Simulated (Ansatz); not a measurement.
# CH₆O₂Si₂: basis-set convergence

One table from this session's results is given with a row withheld; the runs are named, their logs left out.

Method: one geometry, several basis sets; program: Ansatz 0.2.0, Gaussian basis.

Levels to be run: PBE0-D4/def2-SVP; ωB97M-V/def2-SVP; PBE0-D4/def2-QZVPP; ωB97M-V/def2-QZVPP; the functionals' def2-TZVPP values are taken from earlier runs.

### Structure used throughout

All runs share one geometry, relaxed beforehand with PBE0-D4 in a triple-zeta def2 set.

SMILES `O[SiH]1OC[SiH2]1`, 11 atoms, charge 0, spin multiplicity 1.

Atoms are counted from 1 here; the program's logs count them from 0.

Bond lengths: O1–Si2 1.641 Å, O1–H6 0.958 Å, Si2–O3 1.666 Å, Si2–Si5 2.320 Å, Si2–H7 1.489 Å, O3–C4 1.447 Å, C4–Si5 1.925 Å, C4–H8 1.094 Å, C4–H9 1.093 Å, Si5–H10 1.488 Å, Si5–H11 1.487 Å. Angles: Si2–O1–H6 117.9°, O1–Si2–O3 114.7°, O1–Si2–Si5 116.1°, O1–Si2–H7 107.7°, O3–Si2–Si5 80.0°, O3–Si2–H7 109.7°, Si5–Si2–H7 125.7°, Si2–O3–C4 107.2°, O3–C4–Si5 100.5°, O3–C4–H8 109.8°, O3–C4–H9 109.2°, Si5–C4–H8 114.3°, Si5–C4–H9 114.6°, H8–C4–H9 108.3°, Si2–Si5–C4 71.8°, Si2–Si5–H10 118.9°, Si2–Si5–H11 122.3°, C4–Si5–H10 113.8° and more.

Set-up of the first run:

File in.yaml:

```yaml
crystal:
  periodic: [false, false, false]
  atoms:
    - {symbol: O, position_ang: [-2.173478, 0.750413, 0.548875]}
    - {symbol: Si, position_ang: [-0.542307, 0.910794, 0.466225]}
    - {symbol: O, position_ang: [0.092090, 0.801196, -1.070215]}
    - {symbol: C, position_ang: [0.785400, -0.466095, -1.157352]}
    - {symbol: Si, position_ang: [0.686659, -1.045324, 0.675913]}
    - {symbol: H, position_ang: [-2.702262, 1.549146, 0.576987]}
    - {symbol: H, position_ang: [-0.187343, 2.227814, 1.063134]}
    - {symbol: H, position_ang: [0.269506, -1.122265, -1.864277]}
    - {symbol: H, position_ang: [1.800025, -0.295381, -1.525931]}
    - {symbol: H, position_ang: [1.991928, -1.002134, 1.389490]}
    - {symbol: H, position_ang: [0.044980, -2.365162, 0.917553]}
basis:
  gaussian: {orbitals: def2-SVP}
hamiltonian: {xc: pbe0, dispersion: d4}
output: {orbitals: {seedname: orbitals}}
```

Run with:

```bash
$ ansatz run in.yaml --threads 4 --pin off --events-out ev --progress --plain --max-ram 10444MiB
```

Among the steps run: PBE0-D4 in def2-SVP; ωB97M-V in def2-SVP; PBE0-D4 in def2-QZVPP; ωB97M-V in def2-QZVPP.

One of the session's tables, all rows but one given; the rest of the session is left out.

It belongs to the step «Density functionals: the series». 

| functional | basis | HOMO (eV) | LUMO (eV) |
| --- | --- | --- | --- |
| PBE0-D4 | def2-SVP | ? | ? |
| PBE0-D4 | def2-TZVPP | -7.60 | -0.23 |
| PBE0-D4 | def2-QZVPP | -7.62 | -0.36 |
| ωB97M-V | def2-SVP | -9.60 | 2.05 |
| ωB97M-V | def2-TZVPP | -9.66 | 1.47 |
| ωB97M-V | def2-QZVPP | -9.69 | 1.09 |

Estimate the missing values for PBE0-D4, def2-SVP.

**Answer.** HOMO (eV): -7.56; LUMO (eV): 0.14. In the column «HOMO (eV)» it is the highest.
